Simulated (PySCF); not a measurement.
# How the numerical set-up moves the result for Kr

The method stays; parts of the set-up, such as the basis or the Hamiltonian, are changed.

Method: method and basis as typed in the scripts; program: PySCF 2.14.0.

## Step 1: The atom

Kr: 1 atom, charge 0, spin multiplicity 1.

## Step 2: Base script

The input, input.py:

```python
from pyscf import gto, scf, mp

mol = gto.M(
    atom='Kr 0 0 0',
    basis='cc-pvtz',
    charge=0,
    spin=0,
    symmetry=True,
    verbose=4,
)
mf = scf.RHF(mol)
mf.kernel()
mp.MP2(mf).kernel()
mf.dip_moment()
print('orbital energies (hartree):', mf.mo_energy[..., max(0, mol.nelec[1]-3):mol.nelec[0]+3].round(4))
```

The run is started by

```console
python input.py
```

Its log is not repeated here.

In short: E(SCF) = -2752.052121 Eh, 6 cycles, E(MP2) − E(SCF) = -0.27506 Eh.

## Step 3: Cc-pvqz

Variant 1 changes basis set: cc-pvtz → cc-pvqz.

The input, input.py:

```python
from pyscf import gto, scf, mp

mol = gto.M(
    atom='Kr 0 0 0',
    basis='cc-pvqz',
    charge=0,
    spin=0,
    symmetry=True,
    verbose=4,
)
mf = scf.RHF(mol)
mf.kernel()
mp.MP2(mf).kernel()
mf.dip_moment()
print('orbital energies (hartree):', mf.mo_energy[..., max(0, mol.nelec[1]-3):mol.nelec[0]+3].round(4))
```

The run is started by

```console
python input.py
```

## Step 4: Density fitting def2-universal-jkfit

Variant 2 changes density fitting: none → def2-universal-jkfit.

input.py: that of step 2 with these lines changed.

```diff
@@ -11,2 +11,3 @@
 mf = scf.RHF(mol)
+mf = mf.density_fit(auxbasis='def2-universal-jkfit')
 mf.kernel()
```

## Step 5: Spin-free X2C on

Variant 3 changes spin-free X2C: off → on.

input.py: that of step 2 with these lines changed.

```diff
@@ -11,2 +11,3 @@
 mf = scf.RHF(mol)
+mf = mf.sfx2c1e()
 mf.kernel()
```

## Step 6: X2c-tzvpall (X2C on)

Variant 4 changes basis set: cc-pvtz → x2c-tzvpall; spin-free X2C: off → on.

input.py: that of step 2 with these lines changed.

```diff
@@ -4,3 +4,3 @@
     atom='Kr 0 0 0',
-    basis='cc-pvtz',
+    basis='x2c-tzvpall',
     charge=0,
@@ -11,2 +11,3 @@
 mf = scf.RHF(mol)
+mf = mf.sfx2c1e()
 mf.kernel()
```

What does the calculation give? Wanted: for each run, E(SCF); from base; gap; after the SCF.

**Answer**, as computed:

| run | E(SCF) (hartree) | from base (eV) | cycles | gap (eV) | functions | after the SCF |
| --- | --- | --- | --- | --- | --- | --- |
| base | -2752.052121 | 0 | 6 | 25.64 | 43 | MP2 correlation -7.485 eV |
| cc-pvqz | -2752.054714 | -0.0706 | 6 | 21.49 | 68 | MP2 correlation -10.563 eV |
| density fitting def2-universal-jkfit | -2752.052108 | +0.0003 | 6 | 25.64 | 43 | MP2 correlation -7.484 eV |
| spin-free X2C on | -2779.746931 | -753.6142 | 6 | 25.65 | 43 | MP2 correlation -7.404 eV |
| x2c-tzvpall (X2C on) | -2788.200238 | not comparable | 6 | 25.93 | 48 | MP2 correlation -9.726 eV |

Of the runs whose energies can be compared, “spin-free X2C on” moves the SCF energy most (-753.614 eV). cc-pvqz (68 functions) gives an energy 0.07 eV lower than cc-pvtz (43). Scalar relativity lowers the total energy by 753.61 eV, nearly all of it in the inner shells; a basis contracted without relativity catches only part of it. The dearest run is “x2c-tzvpall (X2C on)”, at 4.1 s against 1.3 s.
